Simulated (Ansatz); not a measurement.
# Zn2SbO3: the cost of one run

Program: Ansatz 0.2.0. Level of theory: DFT PBE, scalar-relativistic, plane waves, PAW. These are calculated values, not measurements.

## Step 1: Starting point

It takes space group R-3m (No. 166, trigonal). The conventional cell has a = 5.212 Å, b = 5.212 Å, c = 12.405 Å, α = 90.00°, β = 90.00°, γ = 120.00°. Around Zn (site symmetry 3m) lie 9 O at 2.94 to 3.06 Å and 3 Sb at 3.04 Å and 4 Zn at 3.14 to 3.22 Å. Around Sb (site symmetry -3m) lie 6 O at 2.56 Å. O (site symmetry 2/m) is surrounded by 2 Sb at 2.56 Å and 4 O at 2.61 Å and 6 Zn at 2.94 to 3.06 Å.

As a file:

```cif
data_structure
_symmetry_space_group_name_H-M 'P 1'
_symmetry_Int_Tables_number 1
_cell_length_a 5.1139
_cell_length_b 5.1139
_cell_length_c 5.1139
_cell_angle_alpha 61.269
_cell_angle_beta 61.269
_cell_angle_gamma 61.269
_cell_volume 97.26
loop_
_atom_site_label
_atom_site_type_symbol
_atom_site_fract_x
_atom_site_fract_y
_atom_site_fract_z
_atom_site_occupancy
Zn1 Zn 0.62980 0.62980 0.62980 1
Zn2 Zn 0.37020 0.37020 0.37020 1
Sb1 Sb 0.00000 0.00000 0.00000 1
O1 O 0.00000 0.50000 0.00000 1
O2 O 0.50000 0.00000 0.00000 1
O3 O 0.00000 0.00000 0.50000 1
```

A structure generator made this guess: species swapped into a database cell of Zr2VNi3 (R-3m, No. 166), with Zn on the Zr sites, Sb on the V sites and O on the Ni sites. Lengths come from tabulated atomic sizes and are only a guess.

## Step 2: A first look at the guess

File input.yaml:

```yaml
crystal:
  lattice:
    - [2.60582726, 1.50447507, 4.13497271]
    - [-2.60582726, 1.50447507, 4.13497271]
    - [0.0, -3.00895014, 4.13497271]
  atoms:
    - { symbol: Zn, position: [0.62979603, 0.62979603, 0.62979603] }
    - { symbol: Zn, position: [0.37020397, 0.37020397, 0.37020397] }
    - { symbol: Sb, position: [0.0, 0.0, 0.0] }
    - { symbol: O, position: [0.0, 0.5, 0.0] }
    - { symbol: O, position: [0.5, 0.0, 0.0] }
    - { symbol: O, position: [0.0, 0.0, 0.5] }
basis:
  ecutwfc: 420
kpoints:
  mp_grid: { grid: [6, 6, 6] }
hamiltonian:
  xc: pbe
scf:
  occupations: { method: gaussian, width: 0.1 }
  lower_state_search: "off"
output:
  forces: true
  stress: true
  eigenvalues: true
```

Command:

```
> ansatz run input.yaml --threads 1 --pin off --max-ram 2560MiB --backend cpu --events-out ev --progress --plain --runs-dir out
```

Q: Estimate wall time and peak memory on 1 thread of Intel Xeon at 2.50GHz (Skylake/Cascade Lake), shared host.

About 13 s, with a peak of 0.43 GiB.
